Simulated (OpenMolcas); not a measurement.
# Au⁴⁺ among point charges: CASSCF and CASPT2 levels and susceptibility

How does a field of 6 point charges split the states of Au⁴⁺, and what χT follows?

Method: state-averaged CASSCF and CASPT2, spin-orbit coupling by RASSI with atomic mean-field integrals. Code: OpenMolcas 26.06.

### Step 1. What is computed

* Species: Au⁴⁺ (gold, Z = 79, 75 electrons)
* Basis: ANO-RCC-VTZP [8s7p5d3f1g], 84 functions
* Scalar Hamiltonian: DKH2, point nucleus
* Inactive shells: 1s 2s 2p 3s 3p 3d 4s 4p 4d 4f 5s 5p
* Active space: 7 electrons in 5 orbitals (5d)
* Some configurations of this space: 5d⁷
* Orbitals: optimised for each spin and parity, averaged over all roots

The outer shells:

5d7
```
5d [↑↓][↑↓][↑ ][↑ ][↑ ]
```

The ion sits among 6 point charges of -0.8 e arranged as an octahedron (Oh), 2.17 Å from the ion.

The work runs as a chain of OpenMolcas steps in one folder; each step below is one input file. Labels, J, g values, rates, χT and fits are worked out afterwards by a script from the matrices that RASSI stores. The input lists half of the charges; inversion (Group=XYZ) makes the rest.

### Step 2. One- and two-electron integrals

File a.inp:

```
&GATEWAY
Coord
1

Au 0.0 0.0 0.0
Basis=ANO-RCC-VTZP
Group=XYZ
NoMove
AngMom=0.0 0.0 0.0
AMFI
XField
3 Angstrom 0
2.170000 0.000000 0.000000 -0.800000
0.000000 2.170000 0.000000 -0.800000
0.000000 0.000000 2.170000 -0.800000
&SEWARD
```

On the command line:

```console
OMP_NUM_THREADS=1 MOLCAS_MEM=1689 MOLCAS_PROJECT=a pymolcas a.inp > a.log
```

### Step 3. Reference wave functions, quartets of even parity, 10 roots

File a.inp:

```
&RASSCF
FileOrb=start.orb
Symmetry=1
Spin=4
nActEl=7 0 0
Inactive=15 19
Ras2=5 0
CIRoot=10 10 1
SDav=10
CIMx=300
Iter=120 100
PrWF=0.3
OrbListing=Nothing
MaxOrb=0
>>> COPY $Project.JobIph JOB001
```

start.orb holds the contracted functions of the basis, ordered by shell, or the orbitals of the step before.

### Step 4. Reference wave functions, doublets of even parity, 40 roots

File a.inp:

```
&RASSCF
FileOrb=start.orb
Symmetry=1
Spin=2
nActEl=7 0 0
Inactive=15 19
Ras2=5 0
CIRoot=40 40 1
SDav=40
CIMx=300
Iter=120 100
PrWF=0.3
OrbListing=Nothing
MaxOrb=0
>>> COPY $Project.JobIph JOB002
```

### Step 5. RASSI: spin-orbit coupling between the states

File a.inp:

```
&RASSI
NrOfJobIphs=2 10 40
1 2 3 4 5 6 7 8 9 10
1 2 3 4 5 6 7 8 9 10 11 12 13 14 15 16 17 18 19 20 21 22 23 24 25 26 27
28 29 30 31 32 33 34 35 36 37 38 39 40
IphNames
JOB001
JOB002
EJob
SpinOrbit
DIPRint=1.0
SOCoupling=1000.0
Subsets=2
Property=9
'ANGMOM' 1 'ANGMOM' 2 'ANGMOM' 3 'MLTPL  1' 1 'MLTPL  1' 2 'MLTPL  1' 3
'AMFI' 1 'AMFI' 2 'AMFI' 3
SOProperty=3
'ANGMOM' 1 'ANGMOM' 2 'ANGMOM' 3
```

### Step 6. CASPT2: IPEA 0.25, imaginary shift 0.1 (closed shells correlated: 5s 5p)

File a.inp:

```
>>> COPY JOB001 $Project.JobIph
&CASPT2
Multistate=10 1 2 3 4 5 6 7 8 9 10
NoMult
Frozen=14 16
IPEA=0.25
Imaginary=0.1
MaxIter=60
WThr=0.0 0.3 0.05
PrWF=0.5
NoMix
>>> COPY JOB002 $Project.JobIph
&CASPT2
Multistate=40 1 2 3 4 5 6 7 8 9 10 11 12 13 14 15 16 17 18 19 20 21 22
23 24 25 26 27 28 29 30 31 32 33 34 35 36 37 38 39 40
NoMult
Frozen=14 16
IPEA=0.25
Imaginary=0.1
MaxIter=60
WThr=0.0 0.3 0.05
PrWF=0.5
NoMix
```

(Steps that only read results are left out.)

**Question.** What will these runs give? Wanted: spin-free ground state; first state of the same spin within the active space; lowest level; next level.

As calculated:

```
                                            quantity                                                                        value
                                              method  SS-CASPT2, IPEA 0.25, imaginary shift 0.1 (closed shells correlated: 5s 5p)
                              spin-free ground state                                              4T1, 3-fold in its orbital part
first state of the same spin within the active space                                                             4T2 at 1720 cm⁻¹
                                        lowest level                                              2-fold Γ6, g = 4.81, 4.81, 4.81
                                          next level                                                                   385.1 cm⁻¹
                                         χT at 300 K                                                               4.39 cm³ K/mol
                           effective moment at 300 K                                                                      5.92 μB
```

Cost by method:

| method | time of its own steps | time with the reference |
| --- | --- | --- |
| A. CASSCF | 9.4 s | 9.4 s |
| B. SS-CASPT2, IPEA 0.25, imaginary shift 0.1, +5s 5p | 7.1 s | 16 s |

Times are of one thread on a shared host.

In words: The spin-free ground state (4T1) comes to 100 % from free-ion F terms and keeps the highest spin of the shell. χT at 300 K is 4.39, against 1.88 cm³ K/mol for the spin alone, so orbital moment adds to it. An active space of the d shell alone favours high spin; real ions in strong fields can be low spin. A ligand-field fit to the states below 45000 cm-1 gives 10Dq = 2089 cm-1, B = 741 cm-1 and C = 3746 cm-1 (C/B = 5.05), with a deviation of 314 cm-1. CASPT2 does not keep the components of a term degenerate, and the means are used. The field of point charges can differ much from that of real complexes. With metal d orbitals alone active, the gaps between spin states are rough; where two lie within a few thousand cm-1, their order is open. This is an electrostatic model: the charges have no orbitals.
